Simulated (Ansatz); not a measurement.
**ClH₂NSn: ionisation energy by level of theory**

Aim: the vertical ionisation energy of ClH₂NSn, as cation minus neutral at the neutral's geometry, on several levels, and how well −ε(HOMO) stands in for it.

Method: unrestricted cation, the program's frozen cores in correlated methods; program: Ansatz 0.2.0, Gaussian basis.

Levels to be run: UKS PBE-D4/def2-TZVPP; UKS r2SCAN-D4/def2-TZVPP; UKS PBE0-D4/def2-TZVPP; UKS B3LYP-D4/def2-TZVPP; UKS wB97X-V/def2-TZVPP; UKS wB97M-V/def2-TZVPP; UKS B2PLYP/def2-TZVPP; UHF-CCSD(T)/def2-TZVPP; UHF-MP2/def2-QZVPP; extrapolation to the limit; then −ε(HOMO) from the neutral's earlier runs with LDA (SPW92), PBE-D4, revPBE-D4, BLYP-D4, r2SCAN-D4, B97M-V, PBE0-D4, B3LYP-D4, r2SCANh-D4, r2SCAN0-D4, HSE06-D4, BHLYP-D4, CAM-B3LYP-D4, LC-ωPBE, ωB97X-V, ωB97M-V.

## Step 1: The relaxed structure

All runs share one geometry, relaxed beforehand with PBE0-D4 in a triple-zeta def2 set. Sn takes the def2 core potential; no spin-orbit term is included.

SMILES `[NH2][Sn][Cl]`, 5 atoms, charge 0, spin multiplicity 1.

Atoms are counted from 1 here; the program's logs count them from 0.

Bond lengths: N1–Sn2 2.004 Å, N1–H4 1.009 Å, N1–H5 1.008 Å, Sn2–Cl3 2.386 Å. Angles: Sn2–N1–H4 123.1°, Sn2–N1–H5 124.8°, H4–N1–H5 112.1°, N1–Sn2–Cl3 93.3°.

## Step 2: Cation, UKS PBE-D4/def2-TZVPP

Input file in.yaml:

```yaml
crystal:
  periodic: [false, false, false]
  atoms:
    - {symbol: N, position_ang: [-0.543767, 0.346235, -0.405905]}
    - {symbol: Sn, position_ang: [-0.283685, -1.049767, 1.008206]}
    - {symbol: Cl, position_ang: [2.093638, -0.849413, 0.963442]}
    - {symbol: H, position_ang: [0.222429, 0.835231, -0.844996]}
    - {symbol: H, position_ang: [-1.438815, 0.644113, -0.762247]}
basis:
  gaussian: {orbitals: def2-TZVPP}
total_charge: 1
magnetization: {spin_polarized: true, initial_magnetization: 1}
hamiltonian: {xc: pbe, dispersion: d4}
```

Run with:

```sh
> ansatz run in.yaml --threads 4 --pin off --events-out ev --progress --plain --max-ram 10444MiB
```

The runs that follow: Cation, UKS r2SCAN-D4/def2-TZVPP; Cation, UKS PBE0-D4/def2-TZVPP; Cation, UKS B3LYP-D4/def2-TZVPP; Cation, UKS wB97X-V/def2-TZVPP; Cation, UKS wB97M-V/def2-TZVPP; Cation, UKS B2PLYP (frozen core)/def2-TZVPP; Cation, UHF-CCSD(T)/def2-TZVPP; Cation, UHF-MP2/def2-QZVPP.

**Question.** What will the summary of the whole plan be? Wanted: ionisation energy, CCSD(T)/CBS; nearest functional by difference; nearest −ε(HOMO); −ε(HOMO) of PBE; T1 of the cation.

The runs gave:

| quantity | value |
| --- | --- |
| ionisation energy, CCSD(T)/CBS | 9.90 eV |
| nearest functional by difference | ωB97X-V (-0.14 eV) |
| nearest −ε(HOMO) | LC-ωPBE (+0.07 eV) |
| −ε(HOMO) of PBE | 6.34 eV |
| T1 of the cation | 0.020 |

**Reading.** Energy differences with functionals land within 0.53 eV of the reference. −ε(HOMO) of PBE misses by 3.6 eV, since self-interaction lifts the level. Among orbital estimates LC-ωPBE comes nearest. Hartree-Fock falls 1.63 eV short, as the neutral has more correlation energy than the cation. The cation may have settled in a state other than its lowest; no search over hole states beyond the program's own was made. Correlated methods include outer-core shells of Sn, which these sets cover unevenly. With outer-core shells in play the reference is unsure by up to some tenths of an eV, so close misses can't be ranked.
